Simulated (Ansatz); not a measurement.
# BF2HO: the cost of one run

Method: unrestricted cation, the program's frozen cores in correlated methods; program: Ansatz 0.2.0, Gaussian basis.

Levels to be run: UKS PBE-D4/def2-TZVPP; UKS r2SCAN-D4/def2-TZVPP; UKS PBE0-D4/def2-TZVPP; UKS B3LYP-D4/def2-TZVPP; UKS wB97X-V/def2-TZVPP; UKS wB97M-V/def2-TZVPP; UKS B2PLYP/def2-TZVPP; UHF-CCSD(T)/def2-TZVPP; UHF-MP2/def2-QZVPP; extrapolation to the limit; then −ε(HOMO) from the neutral's earlier runs with LDA (SPW92), PBE-D4, revPBE-D4, BLYP-D4, r2SCAN-D4, B97M-V, PBE0-D4, B3LYP-D4, r2SCANh-D4, r2SCAN0-D4, HSE06-D4, BHLYP-D4, CAM-B3LYP-D4, LC-ωPBE, ωB97X-V, ωB97M-V.

### 1 The geometry

The geometry comes from an earlier relaxation with PBE0-D4 in a triple-zeta def2 set; it is a stationary point.

SMILES `OB(F)F`, 5 atoms, charge 0, spin multiplicity 1.

Atoms are counted from 1 here; the program's logs count them from 0.

Bond lengths: O1–B2 1.345 Å, O1–H5 0.960 Å, B2–F3 1.317 Å, B2–F4 1.327 Å. Angles: B2–O1–H5 113.5°, O1–B2–F3 119.5°, O1–B2–F4 122.2°, F3–B2–F4 118.3°.

As a file:

```mol
BF2HO
  3D, bonds by distance, orders not assigned

  5  4  0  0  0  0  0  0  0  0999 V2000
    0.0213    0.9834    0.1843 O   0  0
    0.1134   -0.3577    0.1293 B   0  0
    0.6923   -1.0087    1.1171 F   0  0
   -0.3616   -1.0589   -0.8929 F   0  0
   -0.4154    1.3683   -0.5791 H   0  0
  1  2  8  0
  2  3  8  0
  2  4  8  0
  1  5  8  0
M  END
```

### 2 Cation, UKS PBE-D4/def2-TZVPP

Input file in.yaml:

```yaml
crystal:
  periodic: [false, false, false]
  atoms:
    - {symbol: O, position_ang: [0.021311, 0.983397, 0.184337]}
    - {symbol: B, position_ang: [0.113362, -0.357739, 0.129320]}
    - {symbol: F, position_ang: [0.692262, -1.008650, 1.117116]}
    - {symbol: F, position_ang: [-0.361644, -1.058864, -0.892926]}
    - {symbol: H, position_ang: [-0.415391, 1.368256, -0.579148]}
basis:
  gaussian: {orbitals: def2-TZVPP}
total_charge: 1
magnetization: {spin_polarized: true, initial_magnetization: 1}
hamiltonian: {xc: pbe, dispersion: d4}
```

Started as:

```sh
> ansatz run in.yaml --threads 4 --pin off --events-out ev --progress --plain --max-ram 10444MiB
```

**Question.** How long does this run take on 4 threads of Intel Xeon Platinum 8259CL at 2.50GHz, shared host, and how much memory does it need?

About 4.1 s, with a peak of 0.27 GiB.
